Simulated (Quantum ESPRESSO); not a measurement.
**GeCN2 under changes of volume**

One of the cells (13.716 Å³/atom); the others are scaled copies at fixed shape and fractional positions:

```
Ge N C
1.0
     1.79379    1.03565    4.92196
    -1.79379    1.03565    4.92196
     0.00000   -2.07129    4.92196
Ge N C
1 2 1
Direct
  0.00000 0.00000 0.00000
  0.58390 0.58390 0.58390
  0.41610 0.41610 0.41610
  0.50000 0.50000 0.50000
```

The cell comes from a database or a generator and needn't be the stable form of this composition.

```yaml
Program: Quantum ESPRESSO 7.5
Functional: PBE
Potentials_or_basis: SSSP 1.3 efficiency PBE
Cutoff: 816 eV
Density_cutoff: 6531 eV
k_mesh: 9 × 9 × 9
Occupations: fermi-dirac, width 0.05 eV
Spin: no spin polarisation
```

```csv
volume (Å³/atom),energy over the lowest point (meV/atom),pressure (GPa),gap on the mesh (eV)
12.893,21.89,8.8,0.97
13.167,9.33,5.5,1.03
13.441,2.20,2.5,1.08
13.716,0.00,-0.3,1.12
13.990,?,?,?
14.264,8.60,-5.0,1.20
14.538,18.61,-7.1,1.24
```

Task: What does the run at 13.990 Å³/atom give?

Result: Energy over the lowest point 2.27 meV/atom; pressure -2.8 GPa; gap on the mesh 1.16 eV.

Worked out: A Birch-Murnaghan fit of order 3 (a polynomial in V^(-2/3)) to the other rows has its minimum at 13.71 Å³/atom with B0 = V·E''(V) = 131 GPa and B' = 3.9 at fixed shape and positions, which overstates the stiffness. It gives 2.27 meV/atom at 13.990 Å³/atom, against the run's 2.27, and -dE/dV = -2.6 GPa, against -2.8. A parabola through the other rows of the gap, of slope 2.04 eV per unit of ln V there, gives 1.16 eV, against the run's 1.16.

Energies are extrapolated to zero smearing.

Caveats: an odd mesh through Γ misses points on the zone boundary, where band edges often lie. Spin-orbit coupling on Ge is left out.
